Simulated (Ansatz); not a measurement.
What does this script print? It uses Ansatz 0.2.0, Python API.

The script, `scan_c2h5se.py`:
```python
'''Potential curve of C2H5Se along one bond.'''

import ansatz as az
import numpy as np

BASIS = 'def2-SVP'
FUNCTIONAL = 'HF'

geometry_ang = [
    ('C', (-0.7994, -0.3507, -0.0879)),
    ('C', (0.1332, 0.7211, 0.4511)),
    ('Se', (1.9084, 0.5397, -0.3302)),
    ('H', (-0.8882, -0.2615, -1.1912)),
    ('H', (-1.804, -0.2281, 0.3675)),
    ('H', (-0.4098, -1.357, 0.1721)),
    ('H', (-0.2712, 1.7272, 0.2125)),
    ('H', (2.1311, -0.7907, 0.4061)),
]
molecule = az.Crystal.molecule()
for symbol, xyz in geometry_ang:
    molecule = molecule.atom(symbol, xyz)

symbols = [site.symbol for site in molecule.cartesian_sites]
start = np.array([site.position_ang for site in molecule.cartesian_sites])
axis = (start[0] - start[1]) / np.linalg.norm(start[0] - start[1])
moving = [0, 3, 4, 5]
lengths, energies = [1.29, 1.4, 1.52, 1.67, 1.9, 2.28, 2.74, 3.34], []
for length in lengths:
    xyz = start.copy()
    xyz[moving] += (length - np.linalg.norm(start[0] - start[1])) * axis
    point = az.Crystal.molecule()
    for symbol, xyz in zip(symbols, xyz):
        point = point.atom(symbol, xyz.tolist())
    base = (
        point.calculation()
        .basis(gaussian=BASIS)
        .functional(FUNCTIONAL)
        .spin('collinear', total=1)
    )
    summary = base.run(threads=1).report
    energies.append(summary['free_energy_ev'])
    print(f'r = {length:6.3f} A  E = {energies[-1]:.5f} eV  <S^2> = {abs(summary["mean_field"]["state"]["spin_squared"]):.3f}')

print('energy above the lowest point (eV):', [round(e - min(energies), 3) for e in energies])
```

```console
$ python scan_c2h5se.py
r =  1.290 A  E = -67430.61627 eV  <S^2> = 0.765
r =  1.400 A  E = -67431.54129 eV  <S^2> = 0.765
r =  1.520 A  E = -67431.79227 eV  <S^2> = 0.765
r =  1.670 A  E = -67431.50707 eV  <S^2> = 0.766
r =  1.900 A  E = -67430.53339 eV  <S^2> = 0.771
r =  2.280 A  E = -67429.01739 eV  <S^2> = 1.257
r =  2.740 A  E = -67428.54412 eV  <S^2> = 1.647
r =  3.340 A  E = -67428.44804 eV  <S^2> = 1.756
energy above the lowest point (eV): [1.176, 0.251, 0.0, 0.285, 1.259, 2.775, 3.248, 3.344]
```

What to keep in mind:
- Total energies depend on the basis set; only differences at equal settings carry meaning.
- The rest of the molecule is held rigid at a force-field or estimated start geometry, and the basis set is modest; single-reference methods fail as a bond breaks.
- The species is open-shell (spin multiplicity 2).
- The expectation value of S² is noticeably off S(S+1) in at least one run, so that state is spin-contaminated.
- Hartree-Fock leaves correlation out, so bond, atomisation and ionisation energies come out well too low.
- Spin-orbit coupling of the heavy open-shell atom is left out.
- Run time: 22 s on 1 thread of Arm Neoverse V2, with other jobs on the host, peak memory 0.3 GiB.

(Lines on the test bed's own set-up are left out of the output.)
